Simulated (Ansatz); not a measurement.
# wB97M-V/STO-3G run of AlH2ClO (SMILES [OH][AlH][Cl])

Aim: the electronic atomisation energy of AlH2ClO at wB97M-V/STO-3G, from 5 runs. 

Program for the calculation: Ansatz 0.2.0.

77 further runs of the same task are left out: 5 that didn't finish, 72 set aside as unsound or not needed.

### Step 1. Starting point

AlH2ClO: 5 atoms, total charge 0, spin state singlet. As SMILES, `[OH][AlH][Cl]`. Geometry: relaxed at PBE0-D4/def2-TZVP. This is one conformer, not always the lowest.

Bond lengths: O1–Al2 1.684 Å, Al2–Cl3 2.096 Å, O1–H4 0.956 Å, Al2–H5 1.563 Å. Angles: O1–Al2–Cl3 119.8°, O1–Al2–H5 119.3°, Cl3–Al2–H5 120.9°, Al2–O1–H4 124.3°.

### Step 2. The energy at wB97M-V/STO-3G

The input, input.yaml:

```yaml
crystal:
  periodic: [false, false, false]
  atoms:
    - {symbol: O, position_ang: [-1.110100, 0.370900, -0.514400]}
    - {symbol: Al, position_ang: [0.431000, 0.184900, 0.137500]}
    - {symbol: Cl, position_ang: [1.114900, -1.725400, 0.662800]}
    - {symbol: H, position_ang: [-1.719500, -0.349100, -0.669500]}
    - {symbol: H, position_ang: [1.333500, 1.445000, 0.342200]}
basis:
  gaussian:
    orbitals: STO-3G
accuracy: high
hamiltonian:
  xc: {name: wB97M-V}
```

Command:

```
$ ansatz run input.yaml --threads 1 --pin off --max-ram 2610MiB --events-out events.jsonl --progress --plain --runs-dir runs
```

What it wrote:

```text
Warning: RAYON_NUM_THREADS=1 ignored (pool sized by the plan → 1); use --threads N
Functional definition: wB97M-V
  name "wB97M-V"
  parameter omega = 0.3/bohr
  parameter cx = 0.15
  parameter cx01 = 1.007
  parameter cx10 = 0.259
  parameter css00 = 0.443
  parameter css04 = -1.437
  parameter css10 = -4.535
  parameter css20 = -3.390
  parameter css43 = 4.278
  parameter cos00 = 1.000
  parameter cos10 = 1.358
  parameter cos20 = 2.924
  parameter cos21 = -8.812
  parameter cos60 = -1.390
  parameter cos61 = 9.142
  parameter b = 6.0
  parameter c = 0.01
  gx(w, u) = 1 - cx + cx01*u + cx10*w
  gss(w, u) = css00 + css04*u^4 + css10*w + css20*w^2 + css43*w^4*u^3
  gos(w, u) = cos00 + cos10*w + (cos20 + cos21*u)*w^2 + (cos60 + cos61*u)*w^6
  exchange = spin_sum(e_x_unif_sr(omega)*gx(b97_w, b97_u_x)) + cx*exact_x_sr(omega) + exact_x_lr(omega)
  correlation = spin_sum(e_c_pw_mod_same_spin*gss(b97_w, b97_u_same))
      + integral(e_c_pw_mod_opposite_spin*gos(b97_w_opposite, b97_u_opposite)) + vv10(b, c)
456 factors; integrals over basis functions are off by at most 1.7e-8 eV
163 factors; integrals over basis functions are off by at most 1.1e-9 eV
mean field evaluation 1: about -20956.4871 eV, gradient 2.7e1 eV
mean field evaluation 2: about -20958.1518 eV, gradient 2.1e1 eV
mean field evaluation 4: about -20959.3177 eV, gradient 3.7e-1 eV
mean field evaluation 8: about -20959.2923 eV, gradient 3.2e-3 eV
mean field evaluation 16: about -20959.2923 eV, gradient 2.4e-7 eV
mean field -20959.29234938 eV, -770.2397871210 hartree, gradient 3.2e-8 eV, S^2 0.000000; 0 other end points of the search recorded, 0 dependent functions left out
reference -20959.29235180 eV, -770.2397872099 hartree; 20, 20 occupied and 5, 5 virtual orbitals, 456 factors
Total energy: -20959.29235180 eV, -770.2397872099 hartree
```

Wall time 6.9 s (1 thread of AMD EPYC 9R45 (Zen 5), shared host); peak memory 0.33 GiB.

### Step 3. The Al atom, same level

The input, input.yaml:

```yaml
crystal:
  periodic: [false, false, false]
  atoms:
    - {symbol: Al, position_ang: [0.000000, 0.000000, 0.000000]}
basis:
  gaussian:
    orbitals: STO-3G
total_charge: 0
magnetization:
  spin_polarized: true
  initial_magnetization: 1
hamiltonian:
  xc: {name: wB97M-V}
accuracy: high
```

Command:

```
$ ansatz run input.yaml --threads 1 --pin off --max-ram 2610MiB --events-out events.jsonl --progress --plain --runs-dir runs
```

What it wrote, cut to the lines that bear on the results:

```text
Warning: RAYON_NUM_THREADS=1 ignored (pool sized by the plan → 1); use --threads N
[... 2 set-up lines as earlier in the session ...]
[...]
  gx(w, u) = 1 - cx + cx01*u + cx10*w
  gss(w, u) = css00 + css04*u^4 + css10*w + css20*w^2 + css43*w^4*u^3
  gos(w, u) = cos00 + cos10*w + (cos20 + cos21*u)*w^2 + (cos60 + cos61*u)*w^6
[...]
      + integral(e_c_pw_mod_opposite_spin*gos(b97_w_opposite, b97_u_opposite)) + vv10(b, c)
42 factors; integrals over basis functions are off by at most 1.6e-9 eV
29 factors; integrals over basis functions are off by at most 4.1e-10 eV
[...]
mean field -6512.97389984 eV, -239.3473761669 hartree, gradient 8.1e-8 eV, S^2 0.750002; 0 other end points of the search recorded, 0 dependent functions left out
reference -6512.97390164 eV, -239.3473762329 hartree; 7, 6 occupied and 2, 3 virtual orbitals, 42 factors
Total energy: -6512.97390164 eV, -239.3473762329 hartree
```

Run time: 1.2 s. Hardware: 1 thread of AMD EPYC 9R45 (Zen 5), shared host; peak memory 0.26 GiB.

### Step 4. The Cl atom

The input, molecule.yaml:

```yaml
crystal:
  periodic: [false, false, false]
  atoms:
    - {symbol: Cl, position_ang: [0.000000, 0.000000, 0.000000]}
basis:
  gaussian:
    orbitals: STO-3G
accuracy: high
hamiltonian:
  xc: {name: wB97M-V}
magnetization:
  spin_polarized: true
  initial_magnetization: 1
```

Run the same way, it converges to -455.16968 Eh (log not shown).

### Step 5. The H atom, same level

The input, run.yaml:

```yaml
basis:
  gaussian: {orbitals: STO-3G}
crystal:
  periodic: [false, false, false]
  atoms:
    - {symbol: H, position_ang: [0.000000, 0.000000, 0.000000]}
magnetization: {spin_polarized: true, initial_magnetization: 1}
hamiltonian: {xc: {name: wB97M-V}}
accuracy: high
```

Command:

```
$ ansatz run run.yaml --threads 1 --pin off --max-ram 2610MiB --events-out events.jsonl --progress --plain --runs-dir runs
```

What it wrote, cut to the lines that bear on the results:

```text
Warning: RAYON_NUM_THREADS=1 ignored (pool sized by the plan → 1); use --threads N
[... 2 set-up lines as earlier in the session ...]
[...]
  gx(w, u) = 1 - cx + cx01*u + cx10*w
  gss(w, u) = css00 + css04*u^4 + css10*w + css20*w^2 + css43*w^4*u^3
  gos(w, u) = cos00 + cos10*w + (cos20 + cos21*u)*w^2 + (cos60 + cos61*u)*w^6
[...]
      + integral(e_c_pw_mod_opposite_spin*gos(b97_w_opposite, b97_u_opposite)) + vv10(b, c)
1 factors; integrals over basis functions are off by at most 4.6e-10 eV
1 factors; integrals over basis functions are off by at most 2.9e-10 eV
[...]
mean field -12.42314868 eV, -0.4565422933 hartree, gradient 0.0e0 eV, S^2 0.750000; 0 other end points of the search recorded, 0 dependent functions left out
reference -12.42314998 eV, -0.4565423410 hartree; 1, 0 occupied and 0, 1 virtual orbitals, 1 factors
Total energy: -12.42314998 eV, -0.4565423410 hartree
```

Run time: 0.12 s. Hardware: 1 thread of AMD EPYC 9R45 (Zen 5), shared host.

### Step 6. The O atom at the same level

The input, input.yaml:

```yaml
crystal:
  periodic: [false, false, false]
  atoms:
    - symbol: O
      position_ang: [0.000000, 0.000000, 0.000000]
basis:
  gaussian: {orbitals: STO-3G}
magnetization: {spin_polarized: true, initial_magnetization: 2}
hamiltonian: {xc: {name: wB97M-V}}
accuracy: high
```

Run the same way, it converges to -74.04146 Eh (log not shown).

### Step 7. Results

At wB97M-V/STO-3G:

| quantity | value |
| --- | --- |
| molecule: total energy | -770.23979 Eh |
| Al atom: total energy | -239.34738 Eh |
| Al atom: ⟨S²⟩ | 0.750 |
| Cl atom: total energy | -455.16968 Eh |
| Cl atom: ⟨S²⟩ | 0.750 |
| H atom: total energy | -0.45654 Eh |
| H atom: ⟨S²⟩ | 0.750 |
| O atom: total energy | -74.04146 Eh |
| O atom: ⟨S²⟩ | 2.000 |
| electronic atomisation energy | 20.903 eV |

What this shows: Taking the molecule apart into free atoms costs 20.90 eV (482 kcal/mol), before zero-point energy and without spin-orbit coupling. In a minimal basis such a difference can be off by several eV, whatever the method.
